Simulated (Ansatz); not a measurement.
# H8OSi3: the cost of one run

Method: DFT PBE, Gaussian basis def2-SVP, and further levels as typed in the inputs, in Ansatz 0.2.0.

### Step 1. The system as given

Bond lengths: Si1–Si2 2.232 Å, Si1–O3 1.720 Å, O3–Si4 1.720 Å, Si1–H5 1.472 Å, Si1–H6 1.472 Å, Si2–H7 1.470 Å, Si2–H8 1.470 Å, Si2–H9 1.470 Å, Si4–H10 1.470 Å, Si4–H11 1.472 Å, Si4–H12 1.472 Å. Angles (14 of 19 angles, heavy atoms first): Si2–Si1–O3 109.0°, Si1–O3–Si4 105.9°, Si1–Si2–H7 109.4°, Si1–Si2–H8 109.4°, Si1–Si2–H9 109.4°, Si2–Si1–H5 108.6°, Si2–Si1–H6 108.6°, O3–Si1–H5 110.3°, O3–Si1–H6 110.3°, O3–Si4–H10 109.0°, O3–Si4–H11 110.3°, O3–Si4–H12 110.3°, H7–Si2–H8 109.5°, H7–Si2–H9 109.6°.

Structure file:

```xyz
12

Si    0.3434   -0.0440   -0.3763
Si    2.3420    0.5352    0.4317
O    -0.8226    0.0615    0.8838
Si   -2.3216   -0.3987    0.1770
H     0.4238   -1.4235   -0.8833
H    -0.0044    0.8751   -1.4721
H     2.2818    1.9138    0.9393
H     2.7083   -0.3761    1.5258
H     3.3460    0.4480   -0.6390
H    -3.3746   -0.3326    1.2009
H    -2.6753    0.5210   -0.9165
H    -2.2468   -1.7797   -0.3272
```

### Step 2. Relaxing the atoms: H8OSi3

input.yaml

```yaml
crystal:
  periodic: [false, false, false]
  atoms:
    - { symbol: Si, position_ang: [0.343425, -0.044014, -0.376253] }
    - { symbol: Si, position_ang: [2.341979, 0.535194, 0.431651] }
    - { symbol: O, position_ang: [-0.822628, 0.061538, 0.883814] }
    - { symbol: Si, position_ang: [-2.321592, -0.398727, 0.17701] }
    - { symbol: H, position_ang: [0.423816, -1.42351, -0.883312] }
    - { symbol: H, position_ang: [-0.004354, 0.875116, -1.47208] }
    - { symbol: H, position_ang: [2.281776, 1.91383, 0.939291] }
    - { symbol: H, position_ang: [2.708324, -0.376121, 1.525842] }
    - { symbol: H, position_ang: [3.345958, 0.447961, -0.639039] }
    - { symbol: H, position_ang: [-3.374586, -0.332618, 1.200876] }
    - { symbol: H, position_ang: [-2.675341, 0.521023, -0.916487] }
    - { symbol: H, position_ang: [-2.246778, -1.779672, -0.327182] }
basis:
  gaussian: { orbitals: def2-SVP }
hamiltonian:
  xc: pbe
relax:
  f_tol: 0.003
  max_steps: 150
output:
  orbitals: {}
```

The run is started by

```console
> ansatz run input.yaml --threads 4 --pin off --max-ram 10240MiB --backend cpu --events-out ev --progress --plain --runs-dir out
```

Q: Estimate wall time and peak memory on 4 threads of Intel Xeon 6975P-C (Granite Rapids), shared host.

About 7.3 s, with a peak of 0.19 GiB.
